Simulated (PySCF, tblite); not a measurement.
**C5H5O2Si radical: geometry, infrared bands and EPR parameters**

Wanted: the infrared bands and EPR parameters of C5H5O2Si radical (`[C]#C[Si@]1(O)OC=C1C`), by calculation.

Programs: tblite 0.8.0 and PySCF 2.14.0, with density-fitted response routines of our own. Each step states its level of theory. These are calculated values for one molecule in the gas phase, unless marked as measured. Atoms are numbered from 0 throughout.

## 1. Starting geometry

13 atoms, charge 0, multiplicity 2; geometry from: force field or distance geometry start.

Bonds of the start (Å): C0–C1 1.55, C1–Si2 1.86, Si2–O3 1.64, Si2–O4 1.67, O4–C5 1.31, C5–C6 1.36, C6–C7 1.53, C6–Si2 1.82, O3–H8 0.98, C5–H9 1.10, C7–H10 1.11, C7–H11 1.09, C7–H12 1.10.

## 2. Geometry optimisation with GFN2-xTB

What the job is given:

```
{"job": {"kind": "relax", "xc": "GFN2-xTB", "basis": "xTB"}, "charge": 0, "multiplicity": 2}
C      3.019200     2.256300    -1.451700
C      2.181000     1.219100    -0.666900
Si     1.193100    -0.029100     0.299000
O      1.479500    -0.161700     1.908400
O      1.029300    -1.542900    -0.377400
C     -0.254500    -1.456000    -0.622800
C     -0.558800    -0.216100    -0.151500
C     -1.837000     0.627700    -0.059000
H      1.184400    -1.011300     2.300100
H     -0.933800    -2.184700    -1.079500
H     -2.713400     0.042400    -0.397100
H     -1.765100     1.507900    -0.695400
H     -2.028200     0.948900     0.976000
```

Started as:

```
$ OMP_NUM_THREADS=1 python probes_run.py task.json out
```

One launch serves the whole session: the jobs run in the order shown.

What it wrote:

```text
step      E/eV     max force
  0    -621.35802    9.656
  1    -623.87548    7.086
  2    -617.93134   62.970
  3    -624.13477    5.122
  4    -624.24864    3.523
  5    -624.36139    2.315
  6    -624.38583    1.325
  7    -624.42715    0.525
  8    -624.44042    0.499
  9    -624.44755    0.265
 10    -624.45465    0.203
 11    -624.46098    0.283
 12    -624.46701    0.240
 13    -624.47181    0.207
 14    -624.47583    0.194
 15    -624.47975    0.167
 16    -624.48439    0.231
 17    -624.49004    0.280
 18    -624.49602    0.260
 19    -624.50044    0.143
 20    -624.50292    0.123
 21    -624.50503    0.130
 22    -624.50790    0.164
 23    -624.51147    0.182
 24    -624.51497    0.153
 25    -624.51746    0.117
 26    -624.51883    0.097
 27    -624.51983    0.097
 28    -624.52093    0.078
 29    -624.52172    0.068
 30    -624.52215    0.056
 31    -624.52246    0.051
 32    -624.52287    0.058
 33    -624.52341    0.066
 34    -624.52401    0.068
 35    -624.52454    0.056
 36    -624.52502    0.061
 37    -624.52552    0.073
 38    -624.52613    0.069
 39    -624.52671    0.065
 40    -624.52727    0.062
 41    -624.52775    0.074
 42    -624.52837    0.085
 43    -624.52900    0.078
 44    -624.52986    0.096
 45    -624.53058    0.083
 46    -624.53119    0.086
 47    -624.53147    0.096
 48    -624.53167    0.027
 49    -624.53175    0.026
 50    -624.53184    0.028
 51    -624.53191    0.019
 52    -624.53197    0.018
 53    -624.53201    0.019
 54    -624.53208    0.022
 55    -624.53218    0.031
 56    -624.53229    0.029
 57    -624.53236    0.017
 58    -624.53239    0.015
 59    -624.53241    0.014
 60    -624.53244    0.017
 61    -624.53247    0.018
 62    -624.53251    0.019
 63    -624.53255    0.020
 64    -624.53260    0.020
 65    -624.53267    0.027
 66    -624.53274    0.027
 67    -624.53279    0.016
 68    -624.53281    0.012
 69    -624.53282    0.011
 70    -624.53284    0.016
 71    -624.53286    0.011
 72    -624.53286    0.010
 73    -624.53287    0.009
```

It took 0.47 s on 1 thread of Arm Neoverse V1, shared host.

The steps of the relaxation: (not every step is listed) (the energy doesn't fall at every step)

| step | energy from step 0 (eV) | largest force (eV/Å) |
| --- | --- | --- |
| 0 | 0.0000 | 9.6558 |
| 1 | -2.5175 | 7.0862 |
| 2 | 3.4267 | 62.9703 |
| 3 | -2.7767 | 5.1221 |
| 4 | -2.8906 | 3.5228 |
| 5 | -3.0034 | 2.3152 |
| 6 | -3.0278 | 1.3247 |
| 7 | -3.0691 | 0.5248 |
| 8 | -3.0824 | 0.4990 |
| 14 | -3.1178 | 0.1940 |
| 20 | -3.1449 | 0.1232 |
| 26 | -3.1608 | 0.0969 |
| 32 | -3.1649 | 0.0576 |
| 38 | -3.1681 | 0.0689 |
| 44 | -3.1718 | 0.0957 |
| 50 | -3.1738 | 0.0281 |
| 56 | -3.1743 | 0.0295 |
| 62 | -3.1745 | 0.0191 |
| 68 | -3.1748 | 0.0121 |
| 69 | -3.1748 | 0.0108 |
| 70 | -3.1748 | 0.0158 |
| 71 | -3.1748 | 0.0114 |
| 72 | -3.1748 | 0.0101 |
| 73 | -3.1748 | 0.0087 |

Distances of close pairs at the start and the end, largest changes first:

| bond | before (Å) | after (Å) | change (Å) |
| --- | --- | --- | --- |
| C0–C1 | 1.547 | 1.201 | -0.346 |
| Si2–C6 | 1.819 | 1.919 | +0.100 |
| O4–C5 | 1.310 | 1.390 | +0.080 |
| C6–C7 | 1.534 | 1.479 | -0.055 |
| Si2–O4 | 1.666 | 1.699 | +0.033 |
| C5–C6 | 1.361 | 1.329 | -0.031 |
| Si2–O3 | 1.640 | 1.613 | -0.027 |
| O3–H8 | 0.981 | 0.956 | -0.025 |

The next job starts from the end point, and lists it.

## 3. Infrared spectrum with GFN2-xTB

What the job is given:

```
{"job": {"kind": "ir", "xc": "GFN2-xTB", "basis": "xTB"}, "charge": 0, "multiplicity": 2}
C      2.851138     1.945767    -1.192590
C      2.118500     1.206987    -0.591745
Si     1.152200    -0.037424     0.383480
O      1.662016    -0.137381     1.910931
O      0.986477    -1.567746    -0.335451
C     -0.356659    -1.349185    -0.618100
C     -0.689705    -0.153468    -0.141776
C     -1.933540     0.647002    -0.152803
H      1.840567    -0.984280     2.315860
H     -0.884885    -2.134424    -1.127694
H     -2.753073     0.057565    -0.561391
H     -1.803309     1.541125    -0.761945
H     -2.194115     0.965949     0.855496
```

What it wrote:

```text
mode    cm-1     km/mol
  1      69.3      0.56
  2      90.7      4.31
  3     107.8      5.62
  4     135.8     16.12
  5     163.7     58.92
  6     188.2     28.18
  7     213.1      9.07
  8     252.2     12.69
  9     279.0      1.04
 10     302.6     38.82
 11     406.6     58.65
 12     507.0     17.42
 13     544.6     22.80
 14     677.1     32.24
 15     731.3     34.95
 16     777.4    189.98
 17     783.7     47.87
 18     948.4    258.70
 19     994.2     13.34
 20    1024.9     34.98
 21    1038.2     87.54
 22    1152.3    118.87
 23    1182.3    121.05
 24    1390.7      5.15
 25    1457.9     10.42
 26    1474.2      5.13
 27    1685.7      8.96
 28    2184.2    129.58
 29    2999.1     18.20
 30    3013.6     22.89
 31    3015.2     16.34
 32    3108.1     23.27
 33    3630.5     73.23
```

It took 0.43 s on 1 thread of Arm Neoverse V1, shared host.

The strongest bands and the atoms that carry them (share of the mass-weighted mode):

| cm⁻¹ | km/mol | atoms |
| --- | --- | --- |
| 164 | 58.9 | H8 53 %, O3 13 % |
| 777 | 190.0 | H8 61 %, O3 12 % |
| 948 | 258.7 | O3 48 %, Si2 43 % |
| 1038 | 87.5 | O4 28 %, C5 26 %, H9 21 % |
| 1152 | 118.9 | C6 38 %, H9 27 %, H10 12 % |
| 1182 | 121.0 | H9 31 %, C5 23 %, C6 20 %, O4 12 % |
| 2184 | 129.6 | C1 54 %, C0 46 % |
| 3630 | 73.2 | H8 94 % |

## 4. g tensor and hyperfine couplings: B3LYP/pcH-1

Settings changed since step 3:

```diff
@@ -1,2 +1,2 @@
-{"job": {"kind": "ir", "xc": "GFN2-xTB", "basis": "xTB"}, "charge": 0, "multiplicity": 2}
+{"job": {"kind": "epr", "basis": "pcH-1"}, "charge": 0, "multiplicity": 2}
 C      2.851138     1.945767    -1.192590
```

Level: UKS B3LYP, pcH-1 on C H O Si, non-relativistic, mean-field spin-orbit, GIAO.

What it wrote:

```text
UKS, coarse grid
  cycle   1  E = -633.02867012  |g| = 8.10e-01
  cycle   2  E = -629.06990413  |g| = 2.25e+00
  cycle   3  E = -633.03078715  |g| = 7.42e-01
  cycle   4  E = -633.22494319  |g| = 4.63e-01
  cycle   5  E = -633.33555858  |g| = 2.31e-01
  cycle   6  E = -633.34996542  |g| = 1.76e-01
  cycle   7  E = -633.36941599  |g| = 7.76e-02
  cycle   8  E = -633.37301038  |g| = 2.93e-02
  cycle   9  E = -633.37362630  |g| = 1.20e-02
  cycle  10  E = -633.37372624  |g| = 5.46e-03
  cycle  11  E = -633.37376221  |g| = 3.58e-03
  cycle  12  E = -633.37379471  |g| = 2.47e-03
  cycle  13  E = -633.37382325  |g| = 1.96e-03
  cycle  14  E = -633.37384282  |g| = 1.58e-03
  cycle  15  E = -633.37386155  |g| = 1.38e-03
  cycle  16  E = -633.37387611  |g| = 1.02e-03
  cycle  17  E = -633.37388430  |g| = 7.25e-04
UKS, final grid
  cycle   1  E = -633.37388421  |g| = 1.26e-03
  cycle   2  E = -633.37387774  |g| = 3.69e-03
  cycle   3  E = -633.37388535  |g| = 3.29e-04
  cycle   4  E = -633.37388543  |g| = 1.75e-04
  cycle   5  E = -633.37388552  |g| = 1.57e-04
  cycle   6  E = -633.37388558  |g| = 1.18e-04
  cycle   7  E = -633.37388561  |g| = 8.82e-05
  cycle   8  E = -633.37388564  |g| = 6.62e-05
  cycle   9  E = -633.37388569  |g| = 2.89e-05
  cycle  10  E = -633.37388570  |g| = 2.80e-05
E = -633.37388570 Eh   <S^2> = 0.7653 (exact 0.7500)
g shifts (ppm)      1          2          3
  rmc          -172       -172       -172
  gc             11         11         16
  oz_so        -280        357        960
  total        -442        196        804
hyperfine (MHz)  atom isotope    a_iso     a_fc   dipolar eigenvalues
    0   13C     805.30     805.33    -58.59    -54.19    112.78
    1   13C      98.24      98.35    -30.22    -25.23     55.45
    2  29Si       4.49       4.47     -9.00      3.90      5.10
    3   17O       2.78       2.78     -0.64      0.17      0.46
    4   17O       1.00       1.01     -2.90      0.99      1.92
    5   13C       1.91       1.91     -1.95     -1.54      3.49
    6   13C       8.86       8.86     -4.67     -3.69      8.35
    7   13C      -0.57      -0.57     -0.45     -0.27      0.73
    8    1H      -0.48      -0.48     -0.60     -0.38      0.98
    9    1H       4.31       4.31     -1.25     -0.62      1.87
   10    1H       5.60       5.60     -0.53     -0.30      0.84
   11    1H       4.53       4.53     -0.90     -0.08      0.97
   12    1H      -0.24      -0.24     -0.58     -0.28      0.85
```

Run time: 1.7 min. Hardware: 1 thread of Arm Neoverse V1, shared host; peak memory 1 GiB.

Principal g values 2.00188, 2.00251, 2.00312; g(iso) = 2.00251, against 2.00232 for a free electron.

Hyperfine couplings; where a row names several nuclei, a(iso) is their mean (it holds for fast rotation or exchange) and the dipolar term the largest among them:

| nuclei | isotope | a(iso) (MHz) | a(iso) (G, at g = 2.0023) | largest dipolar term (MHz) |
| --- | --- | --- | --- | --- |
| C0 | 13C | 805.3 | 287.4 | 112.8 |
| C1 | 13C | 98.2 | 35.1 | 55.4 |
| C6 | 13C | 8.9 | 3.2 | 8.4 |
| Si2 | 29Si | 4.5 | 1.6 | -9.0 |
| H9 | 1H | 4.3 | 1.5 | 1.9 |
| H10, H11, H12 | 1H | 3.3 | 1.2 | 1.0 |
| O3 | 17O | 2.8 | 1.0 | -0.6 |
| C5 | 13C | 1.9 | 0.7 | 3.5 |
| O4 | 17O | 1.0 | 0.4 | -2.9 |
| C7 | 13C | -0.6 | -0.2 | 0.7 |
| H8 | 1H | -0.5 | -0.2 | 1.0 |

Mulliken spin populations:

C0 1.03; C1 -0.11; Si2 0.02; O3 0.00; O4 0.00; C5 0.02; C6 0.04; C7 0.00; H8 0.00; H9 0.00; H10 0.00; H11 0.00; H12 0.00

In first order the couplings over 0.8 MHz of 1H give 8 distinct lines over 5.1 G, if the averaged nuclei exchange fast.

Orbitals, density, ELF and potential are computed afterwards from the orbital file.

ELF in a plane through or near 5 of the atoms.

Ten even steps from ' ' (0.00) to '@' (1.00):
```
                                                        
                                                        
                                                        
                                                        
                                                        
                      ..      ::--..                    
                      ::..  ..++++::..                  
                  ..::::..  --####--..    ....          
            ..::--....  ..==++##**==::::##@@@@**        
              ::::..****..%%##::--##++##@@@@@@@@::      
              ..==..--==--@@@@==##%%--++@@@@@@@@::      
          ..::++##%%**--++####++**++::--##%%%%++        
        ::==++**##%%%%++......  --@@@@@@##..            
      ..--++**########++..      **@@@@@@@@--            
      ..==****####****++..      ++@@@@@@%%::            
      ..--++****++==--::..        --++==::              
        ::========::::..                                
            ......                                      
                                                        
                                                        
```
The map spans 10.8 Å across and 10.0 Å up, centred on the molecule. Atoms in the plane (x, y in Å): Si2 (-1.2, 0.1), C6 (0.7, 0.1), C7 (1.9, -0.5), H10 (2.8, -0.1), H11 (1.9, -1.6).

On the surface of density 0.002 e/bohr³ the electrostatic potential runs, from the 1st to the 99th percentile, from -1.29 V near O4 to 2.52 V near H8.

The spin density lies nearest to C0 78 %; C1 14 % (both signs).

## 5. Results

| quantity | value |
| --- | --- |
| strongest single infrared mode (GFN2-xTB) | 948 cm⁻¹, 259 km/mol |
| zero-point energy (GFN2-xTB) | 52.2 kcal/mol |
| g(iso) (B3LYP) | 2.00251 |
| ⟨S²⟩ | 0.765 (exact 0.75) |
| largest a(iso) (averaged by class) | 13C on C0, 805.3 MHz |
| surface potential, 1st and 99th percentile | -1.29 V and 2.52 V |

In words: Relaxing lowered the energy by 3.175 eV in 73 steps; the close pair that moved most is C0–C1, from 1.547 to 1.201 Å. All 33 modes are real, so the xTB geometry is a minimum. The strongest single mode, at 948 cm⁻¹, moves mainly O3 and Si2. GFN2-xTB is a fitted tight-binding method: band positions and strengths are rough. Its intensities can rank the bands wrongly. C0 carries the largest spin population, 1.03 e. The isotropic g lies 0.2 ppt above the free-electron value.
